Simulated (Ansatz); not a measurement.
# C2H7GeN: vertical spin-state energies from a Python script

A script is to give vertical spin-state energies; the system is C2H7GeN. SMILES: C[N]1[CH2][GeH2]1.

All numbers are computed with Ansatz 0.2.0, driven from Python. Level of theory: B3LYP/def2-TZVP.

## (1) The system

Bond lengths: C1–N2 1.403 Å, N2–C3 1.420 Å, N2–Ge4 1.945 Å, C3–Ge4 1.946 Å, C1–H5 1.133 Å, C1–H6 1.146 Å, C1–H7 1.147 Å, C3–H8 1.043 Å, C3–H9 1.170 Å, Ge4–H10 1.475 Å, Ge4–H11 1.592 Å. Angles (14 of 21 angles, heavy atoms first): C1–N2–C3 110.1°, C1–N2–Ge4 110.6°, C3–N2–Ge4 68.6°, N2–C3–Ge4 68.6°, N2–Ge4–C3 42.8°, N2–C1–H5 117.7°, N2–C1–H6 112.0°, N2–C1–H7 110.0°, N2–C3–H8 118.3°, N2–C3–H9 109.8°, Ge4–C3–H8 119.1°, Ge4–C3–H9 111.8°, N2–Ge4–H10 110.8°, N2–Ge4–H11 106.4°.

The script holds or builds the structure itself.

## (2) The code

Contents of c2h7gen.py:

```python
"""Vertical spin-state energies of C2H7GeN."""

from dataclasses import dataclass

import ansatz as az
from ase import Atoms


@dataclass(frozen=True)
class Settings:
    basis_set: str = "def2-TZVP"
    functional: str = "b3lyp"


opts = Settings()

atoms = Atoms(["C", "N", "C", "Ge", "H", "H", "H", "H", "H", "H", "H"], positions=[
    (-0.8049, 1.055, 0.0418),
    (0.4367, 0.5139, 0.4078),
    (0.2646, -0.798, 0.9219),
    (1.0026, -0.8314, -0.8785),
    (-1.5544, 0.3654, -0.4548),
    (-1.3387, 1.5444, 0.9306),
    (-0.6528, 1.9278, -0.687),
    (-0.7062, -1.1446, 1.0778),
    (1.0813, -1.0175, 1.7309),
    (2.464, -0.7881, -1.0711),
    (-0.1268, -0.8841, -1.9987),
])
c2h7gen = az.Crystal.molecule_from_ase(atoms)

setup = c2h7gen.calculation().basis(gaussian=opts.basis_set).functional(opts.functional)
found = {}
for unpaired in [0, 2]:
    report = setup.spin("collinear", total=unpaired).run(threads=1).report
    s = unpaired / 2
    found[unpaired] = report["free_energy_ev"]
    print(f"2S+1 = {unpaired + 1}: E = {found[unpaired]:.5f} eV, <S^2> = {abs(report['mean_field']['state']['spin_squared']):.3f} (pure state {s * (s + 1):.2f})")
lowest = min(found, key=found.get)
for unpaired, e in found.items():
    print(f"multiplicity {unpaired + 1}: {96.485332 * (e - found[lowest]):.1f} kJ/mol above the lowest")
```

## (3) The calls as engine input

The package turns the script's settings into the engine's input (first run):

```yaml
crystal:
  periodic: [false, false, false]
  atoms:
    - { symbol: C, position_ang: [-0.8049, 1.055, 0.0418] }
    - { symbol: "N", position_ang: [0.4367, 0.5139, 0.4078] }
    - { symbol: C, position_ang: [0.2646, -0.798, 0.9219] }
    - { symbol: Ge, position_ang: [1.0026, -0.8314, -0.8785] }
    - { symbol: H, position_ang: [-1.5544, 0.3654, -0.4548] }
    - { symbol: H, position_ang: [-1.3387, 1.5444, 0.9306] }
    - { symbol: H, position_ang: [-0.6528, 1.9278, -0.687] }
    - { symbol: H, position_ang: [-0.7062, -1.1446, 1.0778] }
    - { symbol: H, position_ang: [1.0813, -1.0175, 1.7309] }
    - { symbol: H, position_ang: [2.464, -0.7881, -1.0711] }
    - { symbol: H, position_ang: [-0.1268, -0.8841, -1.9987] }
basis:
  gaussian:
    orbitals: def2-TZVP
hamiltonian:
  xc: b3lyp
magnetization:
  spin_polarized: true
  initial_magnetization: 0.0
```

## (4) The run

Launch:

```console
$ python c2h7gen.py
```

Output:

```text
2S+1 = 1: E = -60196.84064 eV, <S^2> = 0.000 (pure state 0.00)
2S+1 = 3: E = -60193.57016 eV, <S^2> = 2.007 (pure state 2.00)
multiplicity 1: 0.0 kJ/mol above the lowest
multiplicity 3: 315.6 kJ/mol above the lowest
```

Wall time 28 s (1 thread of AMD EPYC 7R43 (Zen 3), shared host); peak memory 0.61 GiB.

## (5) What changed from run to run

The engine's inputs for the other runs:

Run 2, against run 1:

```diff
@@ -22 +22 @@
-  initial_magnetization: 0.0
+  initial_magnetization: 2.0
```

Lines on the test bed's own set-up are left out of the output.

## (6) What each run gave

One row for each of the 2 runs:

```
run  2S+1  energy from run 1 (eV)  <S²>  SCF cycles  CPU time (s)
  1     1                  0.0000  0.00          19            12
  2     3                  3.2705  2.01          28            16
```

## (7) Results

| quantity | value |
| --- | --- |
| runs compared | 2 |
| lowest | run 1 (2S+1 = 1) |
| next above it by | 3.270 eV |

In words: In order: multiplicity 1 (+0.00 eV) and multiplicity 3 (+3.27 eV), all at the one geometry. Caveats:
- The geometry is a force-field or estimated start, not a minimum of this method, and the basis set is short of its limit. All parts are taken at fixed geometry, without zero-point energy.
- b3lyp holds the VWN-RPA fit, as in Gaussian; the form of ORCA and Turbomole is b3lyp5.
